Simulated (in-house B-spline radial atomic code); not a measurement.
**La²²⁺: excited configurations**

How much energy does it take to promote electrons of La²²⁺ to other shells? Each configuration is solved by itself and compared with the reference.

Program: in-house B-spline radial atomic code version 1. Level of theory: Dirac-Hartree-Fock, average of configuration, Fermi nucleus, basis-set limit. These are calculated values, not measurements, unless marked.

**1. The atom as given**

| Quantity | Value |
| --- | --- |
| element | lanthanum (Z = 57) |
| charge | +22 |
| electrons | 35 |
| configuration | [Ar] 3d10 4s2 4p5 |
| Hamiltonian | Dirac-Coulomb |
| nucleus | Fermi, rms radius 4.855 fm |

Outer shells as boxes (Hund's rule):

[Ar] 3d10 4s2 4p5
```
[Ar] core
3d [↑↓][↑↓][↑↓][↑↓][↑↓]
4s [↑↓]
4p [↑↓][↑↓][↑ ]
```

The boxes draw the filling by Hund's rule, which heavy ions in jj coupling don't follow; these runs average over all states of the configuration.

Settings of the run:

```ini
Z = 57
electrons = 35.0
configuration = [Ar] 3d10 4s2 4p5
hamiltonian = dirac
method = hf
spin_polarised = False
nucleus = fermi
rms_radius = 4.855
mass_number = 139
atomic_mass = 138.906362927
speed_of_light = 137.035999084
```

The reference is known from an earlier run: -8283.820021 hartree in all. Up to eight levels, counted from the top:

| orbital | occupation | energy (eV) | <r> (bohr) |
| --- | --- | --- | --- |
| 3s1/2 | 2 | -1999.69 | 0.2809 |
| 3p1/2 | 2 | -1841.24 | 0.2711 |
| 3p3/2 | 4 | -1756.54 | 0.2824 |
| 3d3/2 | 4 | -1484.23 | 0.2533 |
| 3d5/2 | 6 | -1466.21 | 0.2568 |
| 4s1/2 | 2 | -821.24 | 0.6028 |
| 4p1/2 | 1.66667 | -755.69 | 0.6099 |
| 4p3/2 | 3.33333 | -733.33 | 0.6278 |

**2. Configuration [Ar] 3d10 4s1 4p5 5p1**

Settings of the run:

```ini
Z = 57
electrons = 35.0
configuration = [Ar] 3d10 4s1 4p5 5p1
hamiltonian = dirac
method = hf
spin_polarised = False
nucleus = fermi
rms_radius = 4.855
mass_number = 139
atomic_mass = 138.906362927
speed_of_light = 137.035999084
```

**3. [Ar] 3d10 4s1 4p5 5f1**

The settings differ from step 2 so:

```diff
@@ -2,3 +2,3 @@
 electrons = 35.0
-configuration = [Ar] 3d10 4s1 4p5 5p1
+configuration = [Ar] 3d10 4s1 4p5 5f1
 hamiltonian = dirac
```

**4. [Ne] 3s2 3p5 3d10 4s2 4p5 8p1**

The settings differ from step 3 so:

```diff
@@ -2,3 +2,3 @@
 electrons = 35.0
-configuration = [Ar] 3d10 4s1 4p5 5f1
+configuration = [Ne] 3s2 3p5 3d10 4s2 4p5 8p1
 hamiltonian = dirac
```

**5. [Ne] 3s2 3p5 3d10 4s2 4p5 8d1**

The settings differ from step 4 so:

```diff
@@ -2,3 +2,3 @@
 electrons = 35.0
-configuration = [Ne] 3s2 3p5 3d10 4s2 4p5 8p1
+configuration = [Ne] 3s2 3p5 3d10 4s2 4p5 8d1
 hamiltonian = dirac
```

**6. [Ar] 3d10 4s1 4p5 7d1**

The settings differ from step 5 so:

```diff
@@ -2,3 +2,3 @@
 electrons = 35.0
-configuration = [Ne] 3s2 3p5 3d10 4s2 4p5 8d1
+configuration = [Ar] 3d10 4s1 4p5 7d1
 hamiltonian = dirac
```

Q: How far above the reference does each configuration lie (order and size, in eV)?

**Answer**, as computed:

| net move | configuration | energy above the reference (eV) | with Breit, QED, recoil (eV) | largest <r> (bohr) |
| --- | --- | --- | --- | --- |
| 4s → 5p | [Ar] 3d10 4s1 4p5 5p1 | 407.69 | 407.09 | 1.12 |
| 4s → 5f | [Ar] 3d10 4s1 4p5 5f1 | 501.42 | 500.58 | 1.20 |
| 4s → 7d | [Ar] 3d10 4s1 4p5 7d1 | 648.12 | 647.32 | 2.61 |
| 3p → 8p | [Ne] 3s2 3p5 3d10 4s2 4p5 8p1 | 1637.64 | 1635.55 | 3.36 |
| 3p → 8d | [Ne] 3s2 3p5 3d10 4s2 4p5 8d1 | 1647.01 | 1644.89 | 3.50 |

Quantum defects of the promoted electron, δ = n − ζ/√(−2ε) with ζ = 23 and ε its orbital energy in hartree:

| promotion | δ |
| --- | --- |
| 4s → 5p | 0.825 |
| 4s → 5f | 0.252 |
| 4s → 7d | 0.541 |
| 3p → 8p | 0.807 |
| 3p → 8d | 0.552 |

The lowest of them is 4s → 5p at 407.69 eV and the highest 3p → 8d at 1647.01 eV. 2 of them lie more than 2 % above the ionisation threshold that Koopmans' theorem gives (733.33 eV), where such states can decay by emitting an electron. Of those tabulated, the defect is largest for 5p (0.83) and least for 5f (0.25); at this charge much of the defect is relativistic. Two partly filled shells share a symmetry and can mix in the average, which may lower the energy, for: 4s → 5p; 3p → 8p; 3p → 8d. These are averages over configurations, without correlation, not spectroscopic levels.
